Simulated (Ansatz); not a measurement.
**ZnS (F-43m): compression over a wide range**

An exercise on one series of results from a longer session: the logs are not shown, and one member is left open.

The COD entry's cell or inner coordinates are ideal or old and differ from later refinements, so a difference from it is no clean test against experiment.

Program: Ansatz 0.2.0. Level of theory: DFT r²SCAN, scalar-relativistic, plane waves, PAW. These are calculated values, not measurements.

## The system as given

It takes space group F-43m (No. 216, cubic). Conventional cell: a = 5.390 Å, b = 5.390 Å, c = 5.390 Å, α = 90.00°, β = 90.00°, γ = 90.00°. Around Zn (site symmetry -43m) lie 4 S at 2.33 Å. Around S (site symmetry -43m) lie 4 Zn at 2.33 Å.

As a file:

```
Zn S
1.0
     0.00000    2.69477    2.69477
     2.69477    0.00000    2.69477
     2.69477    2.69477    0.00000
Zn S
1 1
Direct
  0.25000 0.25000 0.25000
  0.00000 0.00000 0.00000
```

This cell comes from an earlier session at r²SCAN: 19.569 Å³/atom at 0.00 GPa, on a 6×6×6 mesh.

Set-up of the first run:

Contents of input.yaml:

```yaml
crystal:
  lattice:
    - [0.0, 2.6583535126, 2.6583535126]
    - [2.6583535126, 0.0, 2.6583535126]
    - [2.6583535126, 2.6583535126, 0.0]
  atoms:
    - { symbol: Zn, position: [0.25, 0.25, 0.25] }
    - { symbol: S, position: [0.0, 0.0, 0.0] }
basis:
  ecutwfc: 500
  ecutrho_ratio: 4
kpoints:
  mp_grid: { grid: [6, 6, 6] }
hamiltonian:
  xc: r2scan
scf:
  occupations: { method: gaussian, width: 0.05 }
output:
  forces: true
  stress: true
  eigenvalues: true
```

The run is started by

```console
$ ansatz run input.yaml --threads 1 --pin off --max-ram 2560MiB --backend cpu --events-out ev --progress --plain --runs-dir out
```

Steps of the session up to this table: Volume × 0.96; Volume × 1.04; Volume × 0.92; Volume × 0.88; Volume × 0.84; Volume × 0.8.

One table of the session follows, with a row left open; its other results are not shown here.

```
volume (Å³/atom)  energy above the lowest (meV/atom)  pressure (GPa)  gap on the mesh (eV)
          15.655                               283.4            28.5                  3.10
          16.438                               165.9            20.0                  3.25
          17.221                                85.3            13.2                  3.31
          18.003                                35.6             7.9                  3.09
          18.786                                   ?               ?                     ?
          19.569                                 0.0             0.0                  2.70
          20.352                                 7.2            -2.8                  2.52
```

Estimate the missing values for volume (Å³/atom) = 18.786.

Worked estimate for «energy above the lowest (meV/atom)». A straight line through the neighbours (18.003, 35.6) and (19.569, 0.0) gives 35.6 + (0.0 − 35.6) × (18.786 − 18.003) / (19.569 − 18.003) = 17.8; a parabola fitted to 4 rows on both sides gives 8.3.

**Answer.** energy above the lowest (meV/atom): 8.3; pressure (GPa): 3.5; gap on the mesh (eV): 2.89. In «energy above the lowest (meV/atom)» the line misses by +9.5 and the parabola by 0.0.

Caveats from the session: The k mesh is not the same at all volumes. Other structures may be lower in enthalpy at these pressures.
